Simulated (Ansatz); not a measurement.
# La2O3 (P-3m1): calculation of the dielectric tensor and Born charges in Python

How polarisable is La2O3 (P-3m1), and how large are its Born charges? A script is to give a calculation of the dielectric tensor and Born charges; the system is La2O3 (P-3m1).

All numbers are computed with Ansatz 0.2.0, driven from Python. Level of theory: DFT LDA, plane waves, PAW.

### 1 Starting point

The structure is trigonal, space group P-3m1 (No. 164). Conventional cell: a = 3.931 Å, b = 3.931 Å, c = 6.112 Å, α = 90.00°, β = 90.00°, γ = 120.00°. La (site symmetry 3m) is surrounded by 7 O at 2.36 to 2.72 Å. O (site symmetry 3m) is surrounded by 4 La at 2.36 to 2.44 Å. O (site symmetry -3m) has 6 La at 2.72 Å as nearest neighbours.

No structure file is read: the coordinates are typed or built in the script.

### 2 The code

run_eps.py reads:

```python
# -*- coding: utf-8 -*-
import ansatz as az
import numpy as np


def main():
    crystal = (
        az.Lattice.from_parameters(3.930778, 3.930778, 6.111954, alpha=90, beta=90, gamma=120)
        .space_group(164)
        .atom("La", [2 / 3, 1 / 3, 0.753764])
        .atom("O", [2 / 3, 1 / 3, 0.354109])
        .atom("O", [0.0, 0.0, 0.0])
    )

    calc = (
        crystal.calculation()
        .functional("LDA")
        .kpoints(6, 6, 4)
        .basis(510)
        .occupations("fixed")
        .dielectric()
    )
    result = calc.run()
    response = result.dielectric
    eps = np.asarray(response.eps_inf)

    values = np.linalg.eigvalsh(eps)
    print("principal values of eps_inf:", np.round(values, 3))
    print("refractive indices:", np.round(np.sqrt(values), 3))
    for site, z in zip(result.lattice.sites, response.zstar_e):
        print(f"{site.symbol:2s} Z* trace/3 = {np.trace(z) / 3:+.3f} e")
    print(f"charge neutrality missed by {response.zstar_sum_residual_pre_e:.4f} e before the sum rule")


if __name__ == "__main__":
    main()
```

### 3 The calls as engine input

The engine receives this input:

```yaml
crystal:
  lattice:
    a: 3.930778
    b: 3.930778
    c: 6.111954
    alpha: 90.0
    beta: 90.0
    gamma: 120.0
  space_group: 164
  atoms:
    - { symbol: La, position: [0.6666666666666666, 0.3333333333333333, 0.753764] }
    - { symbol: O, position: [0.6666666666666666, 0.3333333333333333, 0.354109] }
    - { symbol: O, position: [0.0, 0.0, 0.0] }
basis:
  ecutwfc: 510.0
kpoints:
  mp_grid:
    grid: [6, 6, 4]
hamiltonian:
  xc: lda
scf:
  occupations:
    method: fixed
dielectric: {}
```

### 4 Running it

Started as:

```
$ python run_eps.py
```

**Question.** What results will this script give? Wanted: free energy; gap on the mesh; electronic dielectric constant; largest mean Born charge.

**Answer**, as computed:

| quantity | value |
| --- | --- |
| free energy | -13827.9117 eV (-2765.5823 eV/atom) |
| gap on the mesh | 3.73 eV |
| electronic dielectric constant | 4.78 to 4.86 |
| largest mean Born charge | +4.07 e on La |

In words: The mean electronic dielectric constant of 4.84 means a refractive index near 2.20 below the gap, with birefringence. The ions' share of the static constant isn't in it. On the mesh the gap is 3.73 eV; the true edges may lie between its points. Spin-orbit coupling is missing; it shifts edges that sit on the heavy atoms' p or d states. Reading the output:
- Under fixed occupations the level called the Fermi level is the highest filled one on the SCF mesh; off the mesh a filled band can lie a little above it.
- Averages over directions belong to no single polarisation, least of all in layered crystals.
- Pressure is positive in compression.
- This cell is a computed structure, which may not be the phase found in nature.
- This is the electronic (clamped-ion) response; a semilocal gap that is too small tends to raise it. The typed mesh is that of the SCF; the response is solved on denser meshes that the run picks.
